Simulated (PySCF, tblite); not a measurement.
# C11F14Si11: electronic excitations, NMR shifts

Wanted: electronic excitations, NMR shifts for C11F14Si11.

Programs: tblite 0.8.0 and PySCF 2.14.0, with routines of our own; each step states its level. All values are computed. Atoms count from 0.

## Step 1: The starting structure

36 atoms, charge 0, multiplicity 1; geometry from: force field, distance geometry or constructed start.

## Step 2: Relaxing the molecule with GFN2-xTB

What the job is given:

```
{"job": {"kind": "relax", "xc": "GFN2-xTB", "basis": "xTB"}, "charge": 0, "multiplicity": 1}
C      2.830100     0.912600    -0.001600
Si     1.271800     1.812000    -0.006900
C     -0.270000     0.912100     0.001000
Si    -0.275900    -0.871200    -0.006200
C      1.274000    -1.771800     0.003400
Si     2.821900    -0.876100    -0.002600
C     -1.825300    -1.768900    -0.003300
Si    -1.822000    -3.557900     0.001500
C     -0.272500    -4.457700    -0.000400
Si     1.272200    -3.561400     0.001600
C      2.823100     6.283200    -0.002100
Si     1.272500     7.177400    -0.000000
C     -0.278600     6.285100     0.005000
Si    -0.273000     4.493800    -0.002700
C      1.272800     3.604500     0.000200
Si     2.823300     4.495000     0.006300
C     -1.825000     3.601300     0.000900
Si    -1.826500     1.806000    -0.001000
C     -3.376200    -4.453800     0.002500
Si    -3.372800    -6.244700     0.002700
C     -1.827700    -7.136800     0.001500
Si    -0.276100    -6.244100    -0.000200
F      3.980400     1.584000     0.006600
F      4.275900    -1.719900    -0.001500
F     -2.976700    -1.103000     0.000900
F      2.723800    -4.401500     0.002500
F      3.977700     6.951700    -0.000700
F      1.274400     8.860000     0.001200
F     -1.426400     6.949800    -0.002000
F      4.281200     3.654800     0.003400
F     -2.973600     4.265000    -0.001100
F     -3.282200     0.970700     0.000200
F     -4.528400    -3.790500    -0.001900
F     -4.828400    -7.086900     0.003700
F     -1.824200    -8.468800    -0.003300
F      1.180200    -7.083400    -0.002900
```

Started as:

```bash
OMP_NUM_THREADS=4 python large_run.py task.json out
```

One launch serves the whole session: the jobs run in the order shown.

What it wrote:

```text
step      E/eV     max force
  0   -2955.83024    2.915
  1   -2956.94612    1.652
  2   -2957.21971    1.163
  3   -2957.34759    0.867
  4   -2957.56921    0.684
  5   -2957.68485    0.591
  6   -2957.78574    0.597
  7   -2957.83545    0.469
  8   -2957.86915    0.361
  9   -2957.91007    0.387
 10   -2957.97076    0.660
 11   -2958.04169    0.719
 12   -2958.09951    0.505
 13   -2958.13500    0.307
 14   -2958.15944    0.300
 15   -2958.18242    0.354
 16   -2958.20790    0.295
 17   -2958.23027    0.281
 18   -2958.24553    0.177
 19   -2958.25566    0.188
 20   -2958.26356    0.166
 21   -2958.27191    0.221
 22   -2958.27999    0.203
 23   -2958.28623    0.122
 24   -2958.29057    0.142
 25   -2958.29385    0.121
 26   -2958.29700    0.111
 27   -2958.30021    0.102
 28   -2958.30301    0.102
 29   -2958.30507    0.078
 30   -2958.30660    0.079
 31   -2958.30780    0.076
 32   -2958.30877    0.053
 33   -2958.30955    0.057
 34   -2958.31020    0.047
 35   -2958.31086    0.055
 36   -2958.31163    0.061
 37   -2958.31258    0.057
 38   -2958.31367    0.080
 39   -2958.31488    0.079
 40   -2958.31618    0.067
 41   -2958.31745    0.079
 42   -2958.31855    0.073
 43   -2958.31941    0.051
 44   -2958.32009    0.052
 45   -2958.32078    0.049
 46   -2958.32163    0.071
 47   -2958.32255    0.066
 48   -2958.32334    0.059
 49   -2958.32395    0.060
 50   -2958.32451    0.052
 51   -2958.32525    0.070
 52   -2958.32617    0.073
 53   -2958.32700    0.057
 54   -2958.32751    0.035
 55   -2958.32779    0.038
 56   -2958.32807    0.041
 57   -2958.32849    0.041
 58   -2958.32908    0.051
 59   -2958.32968    0.050
 60   -2958.33012    0.032
 61   -2958.33040    0.025
 62   -2958.33061    0.034
 63   -2958.33084    0.035
 64   -2958.33105    0.026
 65   -2958.33120    0.020
 66   -2958.33129    0.017
```

Run time: 11 s. Hardware: 4 threads of Arm Neoverse N1, shared host; peak memory 0.16 GiB.

Step by step:

```csv
step,energy from step 0 (eV),largest force (eV/Å)
0,0.0000,2.9150
1,-1.1159,1.6523
2,-1.3895,1.1629
3,-1.5174,0.8672
4,-1.7390,0.6835
5,-1.8546,0.5914
6,-1.9555,0.5962
7,-2.0052,0.4691
8,-2.0389,0.3613
12,-2.2693,0.5044
17,-2.4000,0.2806
22,-2.4498,0.2027
27,-2.4700,0.1022
32,-2.4785,0.0536
37,-2.4823,0.0577
42,-2.4883,0.0728
47,-2.4923,0.0667
52,-2.4959,0.0730
57,-2.4983,0.0412
62,-2.5004,0.0335
63,-2.5006,0.0355
64,-2.5008,0.0260
65,-2.5010,0.0202
66,-2.5011,0.0170
```

Close pairs (by a distance rule), those that changed most:

```csv
bond,before (Å),after (Å),change (Å)
Si13–C14,1.783,1.870,+0.087
Si1–C2,1.785,1.870,+0.085
Si15–F29,1.683,1.599,-0.084
Si11–F27,1.683,1.599,-0.084
Si17–F31,1.678,1.595,-0.083
Si19–F33,1.682,1.600,-0.082
Si7–C8,1.792,1.868,+0.076
Si5–F23,1.681,1.605,-0.076
```

The next job starts from the end point, and lists it.

## Step 3: Electronic excitations: TDDFT wB97X-D/def2-SVP

What the job is given:

```
{"job": {"kind": "uv", "basis": "def2-SVP", "grid": 1, "kgrid": 0, "vcut": 1.5, "nstates": 6, "ntriplets": 2, "tda": false, "delta": [], "pop": true, "xc": "wB97X-D"}, "charge": 0, "multiplicity": 1}
C      2.779886     0.879573     0.000434
Si     1.311971     1.977989     0.000501
C     -0.268437     0.977719    -0.000137
Si    -0.393637    -0.855291    -0.000438
C      1.191098    -1.845412    -0.000047
Si     2.745277    -0.914922     0.000489
C     -1.841743    -1.975927    -0.001774
Si    -2.001735    -3.793678     0.000000
C     -0.369946    -4.702991    -0.000035
Si     1.091639    -3.643673    -0.000108
C      2.944232     6.585835     0.001064
Si     1.435516     7.580870     0.000447
C     -0.102670     6.639357     0.000138
Si    -0.236068     4.817453     0.000362
C      1.342261     3.814812     0.000695
Si     2.879116     4.781358     0.000991
C     -1.744957     3.792213    -0.000484
Si    -1.781548     1.991344    -0.000721
C     -3.454924    -4.907104     0.001303
Si    -3.424465    -6.711687     0.001012
C     -1.804044    -7.520727     0.000430
Si    -0.315607    -6.509061    -0.000372
F      4.033739     1.485495     0.000114
F      4.106748    -1.764815     0.000702
F     -3.074405    -1.309859    -0.002623
F      2.497971    -4.428455    -0.000317
F      4.180912     7.217328     0.001310
F      1.493715     9.178795     0.000336
F     -1.294441     7.355417     0.000212
F      4.322563     4.094271     0.001470
F     -2.968656     4.453468    -0.000831
F     -3.230504     1.324294    -0.002020
F     -4.708011    -4.302460     0.002024
F     -4.749958    -7.607269     0.001850
F     -1.715937    -8.904754     0.000010
F      1.118899    -7.229354    -0.001310
```

Level: TDDFT wB97X-D/def2-SVP, vertical, gas phase, core orbitals frozen in the response, virtual orbitals cut by energy.

What it wrote:

```text
start: PBE on a coarse grid of 43177 points
cycle   1  E = -4993.9219915352  dE =  5.150e+00  |g| = 2.065e+00  |ddm| = 8.082e+00
cycle   2  E = -4989.9481523054  dE =  3.974e+00  |g| = 4.746e+00  |ddm| = 6.938e+00
cycle   3  E = -4994.5780135625  dE = -4.630e+00  |g| = 9.631e-01  |ddm| = 5.476e+00
cycle   4  E = -4994.7979093442  dE = -2.199e-01  |g| = 3.466e-01  |ddm| = 1.426e+00
cycle   5  E = -4994.8133137432  dE = -1.540e-02  |g| = 2.774e-01  |ddm| = 6.269e-01
cycle   6  E = -4994.8337356457  dE = -2.042e-02  |g| = 6.060e-02  |ddm| = 3.326e-01
cycle   7  E = -4994.8345394414  dE = -8.038e-04  |g| = 3.746e-02  |ddm| = 1.060e-01
cycle   8  E = -4994.8349431127  dE = -4.037e-04  |g| = 7.920e-03  |ddm| = 4.819e-02
final grid: 188853 points
cycle   9  E = -4998.3823115912  dE = -4.306e-02  |g| = 1.945e-01  |ddm| = 7.473e-01
cycle  10  E = -4998.3826482697  dE = -3.367e-04  |g| = 2.217e-01  |ddm| = 2.989e-01
cycle  11  E = -4998.3909823188  dE = -8.334e-03  |g| = 1.999e-02  |ddm| = 1.612e-01
cycle  12  E = -4998.3912787642  dE = -2.964e-04  |g| = 1.162e-02  |ddm| = 5.085e-02
cycle  13  E = -4998.3913447305  dE = -6.597e-05  |g| = 2.517e-03  |ddm| = 2.035e-02
cycle  14  E = -4998.3913555460  dE = -1.082e-05  |g| = 1.575e-03  |ddm| = 1.054e-02
cycle  15  E = -4998.3913552162  dE =  3.298e-07  |g| = 7.724e-04  |ddm| = 3.880e-03
cycle  16  E = -4998.3913555295  dE = -3.133e-07  |g| = 1.481e-04  |ddm| = 2.124e-03
cycle  17  E = -4998.3913549709  dE =  5.585e-07  |g| = 9.208e-05  |ddm| = 6.133e-04
converged SCF energy = -4998.3913549709

Static polarisability (au): isotropic 453.082, principal 188.446 374.112 796.688

Singlet excitations
state   eV       nm        f      main configurations
  1   3.0096    412.0   0.00010   H-1->L+2 0.46, H->L+2 0.28
  2   3.0870    401.6   0.14031   H->L 0.46, H->L+1 0.27
  3   3.1098    398.7   0.00015   H->L+4 0.50, H-1->L+4 0.29
  4   3.2130    385.9   0.30334   H-1->L+1 0.22, H->L+1 0.22, H->L 0.20
  5   3.4081    363.8   0.00273   H-1->L 0.31, H-1->L+1 0.24, H->L+5 0.19
  6   3.6677    338.0   0.74518   H->L+3 0.40, H-2->L 0.15, H-1->L 0.09

Triplet excitations (Tamm-Dancoff, eV): 2.6445 2.7246
```

It took 4.1 min on 4 threads of Arm Neoverse N1, shared host; peak memory 2.6 GiB.

The orbitals next to the gap, with their largest atomic shares:

```csv
orbital,eV,atoms
HOMO−4,-8.99,"C6 13 %, Si7 12 %, C16 9 %"
HOMO−3,-8.81,"C10 18 %, C16 10 %, Si13 10 %"
HOMO−2,-8.48,"C0 22 %, C12 9 %, C14 9 %"
HOMO−1,-7.86,"C6 16 %, C18 13 %, C12 10 %"
HOMO,-7.51,"C16 17 %, C12 12 %, C6 11 %"
LUMO,-1.31,"Si9 25 %, Si1 17 %, Si5 15 %"
LUMO+1,-0.89,"Si3 21 %, Si7 20 %, Si19 13 %"
LUMO+2,-0.54,"Si19 31 %, Si21 15 %, Si7 14 %"
LUMO+3,-0.49,"Si1 14 %, Si21 13 %, Si15 11 %"
```

With each of the 6 states as a Gaussian band of 0.4 eV half-width at 1/e, the curve within the window shown has maxima at 346 nm (ε 35,000) L/(mol cm). Beyond the last state computed it falls off for lack of states. The curve at chosen wavelengths:

nm, ε (L/mol/cm) and a bar:
```
      312      17601 ###############
      320      24433 #####################
      328      30156 ##########################
      336      33854 #############################
      344      35328 ##############################
      352      34973 ##############################
      360      33428 ############################
      369      30964 ##########################
      377      28507 ########################
      385      25940 ######################
      393      23296 ####################
      401      20589 #################
      409      17860 ###############
      417      15180 #############
      425      12633 ##########
      433      10297 ########
      441       8228 #######
      449       6453 #####
      457       4975 ####
      466       3645 ###
      474       2724 ##
      482       2011 #
      490       1469 #
      498       1063 
      506        763 
      514        544
```

Further results of this job:

```csv
property,computed
dipole moment (D),4.66
polarisability (Å³),67.14
HOMO–LUMO gap (eV),6.21
−ε(HOMO) (eV),7.51
```

## Step 4: NMR shifts: GIAO KT3/pcSseg-1

Settings changed since step 3:

```diff
@@ -1,2 +1,2 @@
-{"job": {"kind": "uv", "basis": "def2-SVP", "grid": 1, "kgrid": 0, "vcut": 1.5, "nstates": 6, "ntriplets": 2, "tda": false, "delta": [], "pop": true, "xc": "wB97X-D"}, "charge": 0, "multiplicity": 1}
+{"job": {"kind": "nmr", "xc": "KT3", "basis": "pcSseg-1", "pop": false}, "charge": 0, "multiplicity": 1}
 C      2.779886     0.879573     0.000434
```

With the program's defaults for keys left out, this is: GIAO KT3/pcSseg-1 NMR shielding, non-relativistic, gas phase.

What it wrote:

```text
start: PBE on a coarse grid of 43177 points
cycle   1  E = -4996.6395968021  dE =  5.246e+00  |g| = 2.057e+00  |ddm| = 7.335e+00
cycle   2  E = -4993.1727481374  dE =  3.467e+00  |g| = 4.551e+00  |ddm| = 5.882e+00
cycle   3  E = -4997.2767575487  dE = -4.104e+00  |g| = 9.059e-01  |ddm| = 4.803e+00
cycle   4  E = -4997.4668870705  dE = -1.901e-01  |g| = 2.994e-01  |ddm| = 1.251e+00
cycle   5  E = -4997.4773061231  dE = -1.042e-02  |g| = 2.451e-01  |ddm| = 5.069e-01
cycle   6  E = -4997.4924153502  dE = -1.511e-02  |g| = 5.524e-02  |ddm| = 2.685e-01
cycle   7  E = -4997.4929978753  dE = -5.825e-04  |g| = 3.546e-02  |ddm| = 8.953e-02
cycle   8  E = -4997.4933528719  dE = -3.550e-04  |g| = 7.283e-03  |ddm| = 4.215e-02
final grid: 384704 points
cycle   9  E = -5049.8353978429  dE = -6.485e-02  |g| = 7.756e-01  |ddm| = 9.428e-01
cycle  10  E = -5049.5393821888  dE =  2.960e-01  |g| = 1.489e+00  |ddm| = 1.435e+00
cycle  11  E = -5049.8934013158  dE = -3.540e-01  |g| = 2.583e-01  |ddm| = 1.238e+00
cycle  12  E = -5049.9033306670  dE = -9.929e-03  |g| = 1.344e-01  |ddm| = 3.756e-01
cycle  13  E = -5049.9091321447  dE = -5.801e-03  |g| = 2.408e-02  |ddm| = 1.642e-01
cycle  14  E = -5049.9092673247  dE = -1.352e-04  |g| = 1.291e-02  |ddm| = 4.155e-02
cycle  15  E = -5049.9093110750  dE = -4.375e-05  |g| = 4.568e-03  |ddm| = 1.836e-02
cycle  16  E = -5049.9093177594  dE = -6.684e-06  |g| = 1.437e-03  |ddm| = 5.771e-03
cycle  17  E = -5049.9093206790  dE = -2.920e-06  |g| = 5.272e-04  |ddm| = 2.121e-03
cycle  18  E = -5049.9093197953  dE =  8.837e-07  |g| = 1.524e-04  |ddm| = 5.922e-04
cycle  19  E = -5049.9093223752  dE = -2.580e-06  |g| = 1.471e-04  |ddm| = 3.033e-04
cycle  20  E = -5049.9093202757  dE =  2.099e-06  |g| = 5.139e-05  |ddm| = 1.967e-04
converged SCF energy = -5049.9093202757

GIAO shielding tensors (ppm)
atom      isotropic    diamagn.    paramagn.     s11        s22        s33       span
  0 C       39.030     269.685    -230.655    -23.444     62.643     77.890    101.334
  1 Si     262.872     896.310    -633.437    207.339    238.457    342.821    135.482
  2 C      135.196     288.000    -152.805    116.974    129.904    158.710     41.736
  3 Si     280.439     896.295    -615.856    212.110    249.755    379.453    167.342
  4 C      132.830     286.513    -153.683    112.749    140.384    145.357     32.608
  5 Si     285.402     889.430    -604.029    207.507    323.869    324.829    117.321
  6 C       22.264     266.281    -244.016    -26.530     33.948     59.375     85.905
  7 Si     282.745     895.249    -612.504    186.429    222.013    439.794    253.365
  8 C      140.862     285.759    -144.897    115.231    141.031    166.324     51.092
  9 Si     294.896     890.281    -595.384    169.899    286.413    428.377    258.478
 10 C       49.573     268.914    -219.341    -17.255     63.745    102.230    119.486
 11 Si     283.372     880.017    -596.645    221.429    270.303    358.383    136.955
 12 C       37.469     265.115    -227.646    -19.319     59.076     72.649     91.968
 13 Si     269.026     891.618    -622.592    172.149    230.845    404.084    231.935
 14 C      140.110     283.780    -143.671    114.573    126.684    179.072     64.500
 15 Si     279.062     886.196    -607.133    205.462    311.455    320.271    114.808
 16 C       40.454     266.467    -226.013    -12.260     59.239     74.382     86.641
 17 Si     287.955     890.096    -602.140    218.153    322.381    323.332    105.180
 18 C       36.923     266.153    -229.229    -26.161     57.182     79.748    105.909
 19 Si     279.832     881.878    -602.046    216.718    263.729    359.048    142.331
 20 C       51.144     272.625    -221.481    -18.356     63.806    107.983    126.338
 21 Si     283.576     883.511    -599.936    215.302    314.924    320.502    105.201
 22 F      378.671     473.947     -95.275    314.800    402.225    418.990    104.189
 23 F      303.803     469.923    -166.121    272.835    315.517    323.055     50.220
 24 F      376.776     480.212    -103.436    283.891    405.467    440.969    157.078
 25 F      273.372     471.855    -198.483    223.565    268.120    328.430    104.866
 26 F      412.424     463.366     -50.942    330.679    431.252    475.339    144.660
 27 F      328.140     456.143    -128.003    300.929    324.906    358.587     57.658
 28 F      413.057     467.231     -54.174    310.008    454.334    474.828    164.819
 29 F      298.478     471.983    -173.505    280.165    301.352    313.917     33.752
 30 F      390.825     470.493     -79.668    317.684    411.961    442.831    125.147
 31 F      300.363     474.508    -174.145    280.492    307.365    313.232     32.740
 32 F      403.823     475.195     -71.372    306.798    446.069    458.603    151.805
 33 F      329.660     458.759    -129.099    306.889    320.987    361.104     54.215
 34 F      406.139     460.413     -54.273    328.852    430.333    459.232    130.380
 35 F      305.191     464.533    -159.342    272.357    316.405    326.813     54.456
```

Wall time 49 s (4 threads of Arm Neoverse N1, shared host); peak memory 1.8 GiB.

The references, computed at this level on geometries of the same kind, shield at (ppm): 13C TMS 184.7, 29Si TMS 361.7, 19F CFCl3 142.4. Their shielding less the atom's gives the shift. The references are single molecules in the gas phase, so shifts against H2O, NH3, PH3, H3PO4 or CFCl3 are not on the usual liquid scales and can be off by tens of ppm.

```csv
atoms,environment,σ (ppm),δ (ppm)
C6,"carbon bonded to F, 2 Si",22.3,162.5
C18,"carbon bonded to F, 2 Si",36.9,147.8
C12,"carbon bonded to F, 2 Si",37.5,147.3
C0,"carbon bonded to F, 2 Si",39.0,145.7
C16,"carbon bonded to F, 2 Si",40.5,144.3
C10,"carbon bonded to F, 2 Si",49.6,135.1
C20,"carbon bonded to F, 2 Si",51.1,133.6
C4,carbon bonded to 3 Si,132.8,51.9
C2,carbon bonded to 3 Si,135.2,49.5
C14,carbon bonded to 3 Si,140.1,44.6
C8,carbon bonded to 3 Si,140.9,43.9
Si1,silicon bonded to 3 C,262.9,98.8
Si13,silicon bonded to 3 C,269.0,92.6
Si15,"silicon bonded to 2 C, F",279.1,82.6
Si19,"silicon bonded to 2 C, F",279.8,81.8
Si3,silicon bonded to 3 C,280.4,81.2
Si7,silicon bonded to 3 C,282.7,78.9
Si11,"silicon bonded to 2 C, F",283.4,78.3
Si21,"silicon bonded to 2 C, F",283.6,78.1
Si5,"silicon bonded to 2 C, F",285.4,76.3
Si17,"silicon bonded to 2 C, F",288.0,73.7
Si9,"silicon bonded to 2 C, F",294.9,66.8
F25,fluorine bonded to Si,273.4,-131.0
F29,fluorine bonded to Si,298.5,-156.1
F31,fluorine bonded to Si,300.4,-158.0
F23,fluorine bonded to Si,303.8,-161.4
F35,fluorine bonded to Si,305.2,-162.8
F27,fluorine bonded to Si,328.1,-185.8
F33,fluorine bonded to Si,329.7,-187.3
F24,fluorine bonded to C,376.8,-234.4
F22,fluorine bonded to C,378.7,-236.3
F30,fluorine bonded to C,390.8,-248.5
F32,fluorine bonded to C,403.8,-261.5
F34,fluorine bonded to C,406.1,-263.8
F26,fluorine bonded to C,412.4,-270.1
F28,fluorine bonded to C,413.1,-270.7
```

Ring of atoms C0, Si1, C2, Si3, C4, Si5: NICS(0) -7.2, NICS(1) -4.3, NICS(1)zz -0.1 ppm (means of both faces).

Ring of atoms Si1, C2, Si13, C14, C16, Si17: NICS(0) -7.2, NICS(1) -4.5, NICS(1)zz -1.3 ppm (means of both faces).

Ring of atoms Si3, C4, C6, Si7, C8, Si9: NICS(0) -8.3, NICS(1) -5.6, NICS(1)zz -4.4 ppm (means of both faces).

## Step 5: What came out

| quantity | value |
| --- | --- |
| lowest singlet (wB97X-D/def2-SVP) | 3.01 eV (412 nm), f = 0.000 |
| brightest single state of those computed | state 6, 3.67 eV, f = 0.745 |
| lowest triplet | 2.64 eV |
| 13C shifts against TMS (KT3/pcSseg-1) | 162.5, 147.8, 147.3, 145.7, 144.3, 135.1, 133.6, 51.9, 49.5, 44.6, 43.9 ppm |
| 29Si shifts against TMS (KT3/pcSseg-1) | 98.8, 92.6, 82.6, 81.8, 81.2, 78.9, 78.3, 78.1, 76.3, 73.7, 66.8 ppm |
| 19F shifts against CFCl3 (KT3/pcSseg-1) | -131.0, -156.1, -158.0, -161.4, -162.8, -185.8, -187.3, -234.4, -236.3, -248.5, -261.5, -263.8, -270.1, -270.7 ppm |

What this shows: The lowest singlet, at 3.01 eV, is HOMO−1→LUMO+2 0.46, HOMO→LUMO+2 0.28 and is dark; of the 6 states computed, the strongest absorption comes from state 6 at 3.67 eV (the last computed, so partners may be missing). State 2 absorbs in the visible (402 nm). The lowest triplet lies 0.37 eV below the lowest singlet (triplets in Tamm-Dancoff, singlets in full TDDFT).
